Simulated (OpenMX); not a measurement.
Runs of OpenMX 3.8.5 on HfGe. Symmetry: Pm-3m, No. 221, cubic system. The conventional cell has a = 3.501 Å, b = 3.501 Å, c = 3.501 Å, α = 90.00°, β = 90.00°, γ = 90.00°. Around Hf (site symmetry m-3m) lie 8 Ge at 3.03 Å. Around Ge (site symmetry m-3m) lie 8 Hf at 3.03 Å. The cell was built by a generator and needn't be a form met in nature.

```csv
level,potentials or basis,spin,k mesh,SCF threshold,pressure (GPa),moment (μB)
LDA,"OpenMX 2013 LDA set, Hf7.0-s3p2d2f1, Ge7.0-s3p2d2, grid cutoff 400 Ry",off,7 × 7 × 7,1e-08 Ha,-17.5,-
PBE,"OpenMX 2013 PBE set, Hf7.0-s3p2d2f1, Ge7.0-s3p2d2, grid cutoff 400 Ry",off,7 × 7 × 7,1e-08 Ha,-11.3,-
PBE,"OpenMX 2013 PBE set, Hf7.0-s3p2d2, Ge7.0-s2p2d1, grid cutoff 400 Ry",off,7 × 7 × 7,1e-08 Ha,(a),-
PBE,"OpenMX 2013 PBE set, Hf7.0-s3p2d2f1, Ge7.0-s3p2d2, grid cutoff 400 Ry","non-collinear, zero start, SOC",5 × 5 × 5,1e-07 Ha,-,0.00
PBE,"OpenMX 2013 PBE set, Hf7.0-s3p2d2f1, Ge7.0-s3p2d2, grid cutoff 400 Ry","non-collinear, zero start",5 × 5 × 5,1e-07 Ha,-,0.00
```

Alike in all rows: task band structure; cell as given; smearing fermi-dirac 0.05 eV.

Q: Fill in the values left out.

A: (a) -10.7.

Caveats: the basis of atomic orbitals isn't converged, which shifts pressures, moduli and gaps; total energies with and without spin-orbit coupling shouldn't be compared in this program (some runs).
